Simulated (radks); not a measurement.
# A spherical quantum dot from 1 to 13 electrons

Aim: add electrons one at a time to a Woods-Saxon well (radius 8.58 bohr*, depth 6.61 hartree*, edge 0.64 bohr*), try the lowest free levels for each, keep the configuration of least energy, and see where shells close.

The numbers are computed with radks (version 2): non-relativistic spin-polarised Kohn-Sham, exchange-only LDA, spherically averaged shells.

**1. The system**

- well: a Woods-Saxon well (radius 8.58 bohr*, depth 6.61 hartree*, edge 0.64 bohr*)
- functional: exchange-only LDA
- levels: named by radial order: 1s, 1p, 1d, 2s, 1f and so on
- units: effective atomic units, hartree* and bohr*
- configuration carried in: none

Further steps of the session: N = 1; 2 electrons; Electron number 3; 4 electrons; N = 5; Electron number 6; Electron number 7; Electron number 8; N = 9; 10 electrons; 11 electrons; 12 electrons; 13 electrons.

Q: Predict the outcome of this session. Wanted: closed shells at N; largest addition energy; most unpaired electrons; polarisability at N = 2; configuration at N = 13.

**Answer**, as computed:

| quantity | value |
| --- | --- |
| closed shells at N | 2 |
| largest addition energy | 0.267 hartree* at N = 9 (of N = 1 to 12) |
| most unpaired electrons | 13 at N = 13 |
| polarisability at N = 2 | 125.4 bohr*³ |
| configuration at N = 13 | 1s(up 1, down 0) 1p(up 3, down 0) 1d(up 5, down 0) 1f(up 4, down 0) |

**Reading.** Shells close at N = 2, but the largest second difference in range falls at N = 9, where exchange steadies a half-full shell. The largest moment in range is 13 (N = 13); with nearly all spins parallel the search has probably kept its polarised start and missed a lower state. Only a few candidates are tried at each count, so a lower state may have been missed.
